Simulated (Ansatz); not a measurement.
**C3H9FSn: a ladder of functionals and wavefunction methods**

The task here is to estimate one member of a computed series from the others.

Method: functionals in def2-TZVPP, the program's frozen cores in correlated methods; program: Ansatz 0.2.0, Gaussian basis.

Levels to be run: LDA (SPW92), PBE-D4, revPBE-D4, BLYP-D4, r2SCAN-D4, B97M-V, PBE0-D4, B3LYP-D4, r2SCANh-D4, r2SCAN0-D4, HSE06-D4, BHLYP-D4, CAM-B3LYP-D4, LC-ωPBE, ωB97X-V, ωB97M-V, B2PLYP, PBE-QIDH; CCSD(T)/def2-SVP; CCSD(T)/def2-TZVPP; MP2/def2-QZVPP; extrapolation to the limit; RPA on PBE.

### The relaxed structure

All runs share one geometry, relaxed beforehand with PBE0-D4 in a triple-zeta def2 set. Sn takes the def2 core potential; no spin-orbit term is included.

14 atoms, charge 0, spin multiplicity 1.

Atoms are counted from 1 here; the program's logs count them from 0.

Bond lengths: C1–Sn2 2.131 Å, C1–H6 1.091 Å, C1–H7 1.090 Å, C1–H8 1.090 Å, Sn2–C3 2.132 Å, Sn2–C4 2.132 Å, Sn2–F5 1.942 Å, C3–H9 1.090 Å, C3–H10 1.091 Å, C3–H11 1.090 Å, C4–H12 1.091 Å, C4–H13 1.090 Å, C4–H14 1.090 Å. Angles: Sn2–C1–H6 110.6°, Sn2–C1–H7 109.6°, Sn2–C1–H8 109.6°, H6–C1–H7 109.0°, H6–C1–H8 109.0°, H7–C1–H8 109.0°, C1–Sn2–C3 114.6°, C1–Sn2–C4 114.6°, C1–Sn2–F5 103.7°, C3–Sn2–C4 114.6°, C3–Sn2–F5 103.7°, C4–Sn2–F5 103.7°, Sn2–C3–H9 109.6°, Sn2–C3–H10 110.6°, Sn2–C3–H11 109.6°, H9–C3–H10 109.0°, H9–C3–H11 109.0°, H10–C3–H11 109.0° and more.

Coordinates:

```xyz
14

C    -1.64786    1.26324   -0.00422
Sn    0.19507    0.20903   -0.19265
C     1.30067    0.02451    1.62033
C     0.07931   -1.57946   -1.34645
F     1.28981    1.38807   -1.28073
H    -2.35959    0.68817    0.59020
H    -1.47220    2.22286    0.48216
H    -2.07093    1.43845   -0.99348
H     1.43146    1.00884    2.07011
H     0.77574   -0.62183    2.32553
H     2.28105   -0.40262    1.40883
H    -0.51186   -2.33427   -0.82552
H     1.08288   -1.96947   -1.51691
H    -0.38657   -1.36472   -2.30830
```

The first run:

in.yaml reads:

```yaml
crystal:
  periodic: [false, false, false]
  atoms:
    - {symbol: C, position_ang: [-1.647861, 1.263236, -0.004220]}
    - {symbol: Sn, position_ang: [0.195070, 0.209029, -0.192655]}
    - {symbol: C, position_ang: [1.300671, 0.024506, 1.620333]}
    - {symbol: C, position_ang: [0.079310, -1.579455, -1.346447]}
    - {symbol: F, position_ang: [1.289811, 1.388074, -1.280733]}
    - {symbol: H, position_ang: [-2.359587, 0.688173, 0.590204]}
    - {symbol: H, position_ang: [-1.472201, 2.222857, 0.482163]}
    - {symbol: H, position_ang: [-2.070926, 1.438451, -0.993485]}
    - {symbol: H, position_ang: [1.431464, 1.008841, 2.070110]}
    - {symbol: H, position_ang: [0.775742, -0.621827, 2.325529]}
    - {symbol: H, position_ang: [2.281049, -0.402620, 1.408830]}
    - {symbol: H, position_ang: [-0.511858, -2.334275, -0.825519]}
    - {symbol: H, position_ang: [1.082883, -1.969471, -1.516913]}
    - {symbol: H, position_ang: [-0.386567, -1.364718, -2.308295]}
basis:
  gaussian: {orbitals: def2-TZVPP}
hamiltonian: {xc: lda}
output: {orbitals: {seedname: orbitals}}
```

On the command line:

```
$ ansatz run in.yaml --threads 4 --pin off --events-out ev --progress --plain --max-ram 11315MiB
```

Among the steps run: LDA; PBE-D4 (GGA); revPBE-D4 (GGA); BLYP-D4 (GGA); r2SCAN-D4 (meta-GGA); B97M-V (meta-GGA); B3LYP-D4 (hybrid); r2SCANh-D4 (hybrid); r2SCAN0-D4 (hybrid); HSE06-D4 (hybrid); BHLYP-D4 (hybrid); CAM-B3LYP-D4 (range-separated); LC-ωPBE (range-separated); ωB97X-V (range-separated); ωB97M-V (range-separated); B2PLYP (double hybrid); PBE-QIDH (double hybrid).

One of the session's tables, all rows but one given; the rest of the session is left out.

It belongs to the step «Frontier levels by functional». 

```
  functional  HOMO (eV)  LUMO (eV)  gap (eV)
 LDA (SPW92)      -6.98      -0.78      6.20
      PBE-D4      -6.81      -0.60      6.21
   revPBE-D4      -6.75      -0.51      6.23
     BLYP-D4          ?          ?         ?
   r2SCAN-D4      -7.09      -0.12      6.97
      B97M-V      -7.16      -0.47      6.68
     PBE0-D4      -8.09       0.25      8.34
    B3LYP-D4      -7.86      -0.09      7.77
  r2SCANh-D4      -7.56       0.18      7.74
  r2SCAN0-D4      -8.27       0.59      8.86
    HSE06-D4      -7.69      -0.12      7.58
    BHLYP-D4      -9.22       0.89     10.11
CAM-B3LYP-D4      -9.42       1.06     10.48
     LC-ωPBE     -10.76       2.36     13.12
     ωB97X-V     -10.40       2.12     12.52
     ωB97M-V     -10.28       1.73     12.01
```

**Question.** Estimate the row for BLYP-D4.

Worked estimate for «HOMO (eV)». Against the share of exact exchange, B3LYP-D4 (0.2, -7.86), BHLYP-D4 (0.5, -9.22) give a slope of -4.53 per unit share; at 0 the line stands at -6.95.

The run gave: HOMO (eV): -6.68; LUMO (eV): -0.61; gap (eV): 6.07. In «HOMO (eV)» the line misses by -0.27.
